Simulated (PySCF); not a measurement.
**A workflow on InNH4 (SMILES [H][In]([H])[NH2])**

We compute an energy scan (CCSD(T)/pob-TZVP), then the energy along one coordinate (HF-D3(0)/DZP) of InNH4. 

Program for the calculation: PySCF 2.14.0.

### 1 The molecule

InNH4: 6 atoms, total charge 0, spin state singlet. SMILES: `[H][In]([H])[NH2]`. Geometry: a GFN2-xTB relaxation, a rough one for these elements and not checked as a minimum.

Bond lengths: In1–N4 2.019 Å, In1–H2 1.708 Å, In1–H3 1.708 Å, N4–H5 1.014 Å, N4–H6 1.015 Å. Angles: In1–N4–H5 116.9°, In1–N4–H6 117.2°, H2–In1–N4 120.5°, H3–In1–N4 120.1°, H5–N4–H6 107.7°, H2–In1–H3 119.0°.

### 2 An energy scan at CCSD(T)/pob-TZVP (run 1)

Contents of input.py:

```python
# InH2(NH2)
import numpy
from pyscf import gto, cc
from scipy.spatial.transform import Rotation

mol = gto.M(
    atom=[
    ('In', (0.457130, 0.753190, -0.013990)),
    ('H', (2.130310, 0.765100, 0.331290)),
    ('H', (-0.322920, 2.228340, -0.378410)),
    ('N', (-0.627270, -0.933080, 0.227780)),
    ('H', (-1.497440, -0.996590, -0.289370)),
    ('H', (-0.139810, -1.816960, 0.122700)),
],
    verbose=3,
    max_memory=1860,
    charge=0,
    spin=0,
    basis='pob-tzvp',
)

x0 = mol.atom_coords(unit='angstrom')
axis = x0[0] - x0[3]
r0 = -158.339  # dihedral 5-4-1-2 of the start, degrees
axis /= numpy.linalg.norm(axis)
dm = None
scan, good = [], []
for r in [0, 40, 80, 120, 160, 200, 240, 280, 320]:
    xyz = x0.copy()
    xyz[[0, 1, 2]] = Rotation.from_rotvec(axis * numpy.radians(r - r0)).apply(x0[[0, 1, 2]] - x0[0]) + x0[0]
    mol.set_geom_(xyz, unit='angstrom')
    myscf = mol.RHF()
    myscf.kernel(dm0=dm)
    dm = myscf.make_rdm1()
    mycc = cc.CCSD(myscf, frozen=19)
    mycc.kernel()
    e_t = mycc.ccsd_t()
    etot = mycc.e_tot + e_t
    scan.append((r, etot))
    good.append(myscf.converged and mycc.converged)
    print('dihedral = %.1f deg   E = %.8f Eh   converged: %s' % (r, etot, good[-1]))

e0 = min(e for r, e in scan)
print('angle   E - Emin (kcal/mol)')
for r, e in scan:
    print('%6.3f %10.3f' % (r, (e - e0) * 627.5095))
```

Launch:

```bash
OMP_NUM_THREADS=1 python input.py
```

The program printed:

```text
WARN: ECP not specified. The basis set pob-tzvp include an ECP. Recommended ECP: pob-TZVP.

converged SCF energy = -2211.92848644357
E(CCSD) = -2212.187230903884  E_corr = -0.258744460313346
CCSD(T) correction = -0.00612642425277917
dihedral = 0.0 deg   E = -2212.19335733 Eh   converged: True
converged SCF energy = -2211.927686364
E(CCSD) = -2212.186442066087  E_corr = -0.2587557020861727
CCSD(T) correction = -0.00612726507335333
dihedral = 40.0 deg   E = -2212.19256933 Eh   converged: True
converged SCF energy = -2211.94441140557
E(CCSD) = -2212.202894070739  E_corr = -0.2584826651679816
CCSD(T) correction = -0.00610412933821378
dihedral = 80.0 deg   E = -2212.20899820 Eh   converged: True
converged SCF energy = -2211.95110318484
E(CCSD) = -2212.209527446601  E_corr = -0.2584242617566456
CCSD(T) correction = -0.00609929280476318
dihedral = 120.0 deg   E = -2212.21562674 Eh   converged: True
converged SCF energy = -2211.93709302387
E(CCSD) = -2212.195766284125  E_corr = -0.2586732602595553
CCSD(T) correction = -0.0061221170412027
dihedral = 160.0 deg   E = -2212.20188840 Eh   converged: True
converged SCF energy = -2211.92362620257
E(CCSD) = -2212.182552140888  E_corr = -0.2589259383144847
CCSD(T) correction = -0.00614307081918933
dihedral = 200.0 deg   E = -2212.18869521 Eh   converged: True
converged SCF energy = -2211.93587919899
E(CCSD) = -2212.19457554848  E_corr = -0.258696349488408
CCSD(T) correction = -0.00612403806926912
dihedral = 240.0 deg   E = -2212.20069959 Eh   converged: True
converged SCF energy = -2211.95073282875
E(CCSD) = -2212.209169537766  E_corr = -0.2584367090182035
CCSD(T) correction = -0.00610036781686621
dihedral = 280.0 deg   E = -2212.21526991 Eh   converged: True
converged SCF energy = -2211.94517653185
E(CCSD) = -2212.203653833219  E_corr = -0.2584773013663741
CCSD(T) correction = -0.00610361194761249
dihedral = 320.0 deg   E = -2212.20975745 Eh   converged: True
angle   E - Emin (kcal/mol)
 0.000     13.974
40.000     14.469
80.000      4.159
120.000      0.000
160.000      8.621
200.000     16.900
240.000      9.367
280.000      0.224
320.000      3.683
```

It took 72 s on 1 thread of AMD EPYC 7R43 (Zen 3), shared host; peak memory 0.25 GiB.

### 3 An energy scan at HF-D3(0)/DZP (run 2)

Contents of mol.xyz:

```xyz
6

In     0.457130     0.753190    -0.013990
H      2.130310     0.765100     0.331290
H     -0.322920     2.228340    -0.378410
N     -0.627270    -0.933080     0.227780
H     -1.497440    -0.996590    -0.289370
H     -0.139810    -1.816960     0.122700
```

Contents of input.py:

```python
# InH2(NH2)
import numpy
from pyscf import gto
from scipy.spatial.transform import Rotation

mol = gto.M(
    atom='mol.xyz',
    max_memory=1860,
    charge=0,
    spin=0,
    basis='dzp',
    verbose=3,
)

x0 = mol.atom_coords(unit='angstrom')
axis = x0[0] - x0[3]
r0 = -158.339  # dihedral 5-4-1-2 of the start, degrees
axis /= numpy.linalg.norm(axis)
dm = None
scan, good = [], []
for r in [0, 40, 80, 120, 160, 200, 240, 280, 320]:
    xyz = x0.copy()
    xyz[[0, 1, 2]] = Rotation.from_rotvec(axis * numpy.radians(r - r0)).apply(x0[[0, 1, 2]] - x0[0]) + x0[0]
    mol.set_geom_(xyz, unit='angstrom')
    mf = mol.RHF()
    mf.disp = 'd3zero'
    mf.kernel(dm0=dm)
    dm = mf.make_rdm1()
    energy = mf.e_tot
    scan.append((r, energy))
    good.append(mf.converged)
    print('dihedral = %.1f deg   E = %.8f Eh   converged: %s' % (r, energy, good[-1]))

e0 = min(e for r, e in scan)
print('angle   E - Emin (kcal/mol)')
for r, e in scan:
    print('%6.3f %10.3f' % (r, (e - e0) * 627.5095))
```

Launch:

```bash
OMP_NUM_THREADS=1 python input.py
```

The program printed:

```text
converged SCF energy = -5791.83053417341
dihedral = 0.0 deg   E = -5791.83053417 Eh   converged: True
converged SCF energy = -5791.83082563732
dihedral = 40.0 deg   E = -5791.83082564 Eh   converged: True
converged SCF energy = -5791.82242580338
dihedral = 80.0 deg   E = -5791.82242580 Eh   converged: True
converged SCF energy = -5791.81914502259
dihedral = 120.0 deg   E = -5791.81914502 Eh   converged: True
converged SCF energy = -5791.82713388239
dihedral = 160.0 deg   E = -5791.82713388 Eh   converged: True
converged SCF energy = -5791.83289614686
dihedral = 200.0 deg   E = -5791.83289615 Eh   converged: True
converged SCF energy = -5791.82764359961
dihedral = 240.0 deg   E = -5791.82764360 Eh   converged: True
converged SCF energy = -5791.8193672664
dihedral = 280.0 deg   E = -5791.81936727 Eh   converged: True
converged SCF energy = -5791.82200309482
dihedral = 320.0 deg   E = -5791.82200309 Eh   converged: True
angle   E - Emin (kcal/mol)
 0.000      1.482
40.000      1.299
80.000      6.570
120.000      8.629
160.000      3.616
200.000      0.000
240.000      3.296
280.000      8.490
320.000      6.835
```

Wall time 17 s (1 thread of AMD EPYC 7R43 (Zen 3), shared host); peak memory 0.17 GiB.

The scan, from its lowest point:

| H5–N4–In1–H2 (°) | energy (kJ/mol) |
| --- | --- |
| 0.000 | 6.2 |
| 40.000 | 5.4 |
| 80.000 | 27.5 |
| 120.000 | 36.1 |
| 160.000 | 15.1 |
| 200.000 | 0.0 |
| 240.000 | 13.8 |
| 280.000 | 35.5 |
| 320.000 | 28.6 |

### 4 Results

| quantity | value |
| --- | --- |
| run 1, CCSD(T)/pob-TZVP | no result (valence basis without its core potential) |

What this shows: 1 of the 2 runs ended normally but are set aside, since settings or state are in doubt.
